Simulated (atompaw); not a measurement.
# Pt: generating and testing a PAW (atompaw) potential

Task: generate the file, and judge it by its logarithmic derivatives, its ghosts and its cutoff.

The numbers are computed with atompaw 4.2.0.5 (PBEsol, scalar-relativistic, spin-unpolarised reference atom).

2 further runs of the same task are left out: 2 that didn't finish.

## (1) The atom and the settings

The settings as typed:

| Item | Value |
| --- | --- |
| element | platinum (Pt, Z = 78) |
| type | PAW |
| frozen core | [Kr] 4d10 4f14 |
| valence charge | 18 |
| reference configuration | 5s2 5p6 5d7 6s0 6p0 (charge +3) |
| partial waves | 5s (bound): rc 1.15 bohr; 6s (bound, empty): rc 1.40 bohr; 5p (bound): rc 1.80 bohr; 6p (bound, empty): rc 1.90 bohr; 5d (bound): rc 1.95 bohr; 5d channel at -1.6 Ry: rc 1.95 bohr |
| local potential | troulliermartins scheme with l = 3 at 0 Ry, radius 1.30 bohr |
| core correction | smooth core density matched at 1.15 bohr |
| augmentation charge | sinc compensation charge, radius 1.55 bohr; PAW radius 1.95 bohr; waves and projectors: custom polynom vanderbiltortho |

An earlier all-electron run gives the scale for the radii.

All-electron outer shells of the reference configuration (PBEsol, scalar-relativistic, ld1.x):

| shell | level (eV) | outermost node (bohr) | outermost maximum (bohr) |
| --- | --- | --- | --- |
| 5s | -137.10 | 0.49 | 0.87 |
| 4f | -105.67 | – | 0.38 |
| 5p | -90.88 | 0.53 | 0.98 |
| 5d | -38.80 | 0.57 | 1.23 |
| 6s | -32.33 | 1.12 | 2.10 |
| 6p | -23.00 | 1.31 | 2.57 |
| 5f | -9.87 | 0.71 | 3.55 |

## (2) Generation

Pt.input reads:

```
Pt 78
GGA-PBESOL scalarrelativistic loggrid 2001 logderivrange -12 5 426
6 6 5 4 0 0
6 0 0
6 1 0
5 2 7
0 0 0
c
c
c
c
v
v
c
c
c
v
v
c
c
v
c
2
1.95 1.55 1.30 1.15
n
n
y
-1.6
n
custom polynom vanderbiltortho sinc
3 0 troulliermartins
1.15
1.40
1.80
1.90
1.95
1.95
PWSCFOUT
UPFDX 0.0125d0 UPFXMIN -7.d0 UPFZMESH 78.d0
END
```

Run with:

```sh
$ atompaw < Pt.input > Pt.log
```

Before running it: what results should come out? Wanted: cutoffs for 10 and 1 mRy, occupied levels; bound ghosts; largest phase difference near zero energy, channels read; lowest eigenvalue of the overlap; share of valence orbitals outside the PAW sphere; UPF file.

**Answer**, as computed:

| quantity | value |
| --- | --- |
| cutoffs for 10 and 1 mRy, occupied levels | 45 Ry and 90 Ry |
| bound ghosts | s at -291.82 eV |
| largest phase difference near zero energy, channels read | 0.188 rad |
| lowest eigenvalue of the overlap (Bessel basis) | 0.061 (s) |
| share of valence orbitals outside the PAW sphere | 5s 1 %, 6s 69 %, 5p 2 %, 6p 86 %, 5d 18 % |
| UPF file | written |

**Reading.** A bound ghost (s) makes it unfit for use: electrons can fall into a state that the atom doesn't have. By its cutoff, 45 Ry for the looser tolerance, it is of middling hardness. The slowest occupied level is 5s: taken alone it needs 80 Ry to come within 1 mRy, against 40 Ry for 5p. Near zero energy the largest phase difference among the channels read is 0.19 rad, in the p channel. Note that the frozen 4f shell (-106 eV) lies higher than the valence 5s shell (-137 eV). All of this concerns the isolated atom, not yet a solid.
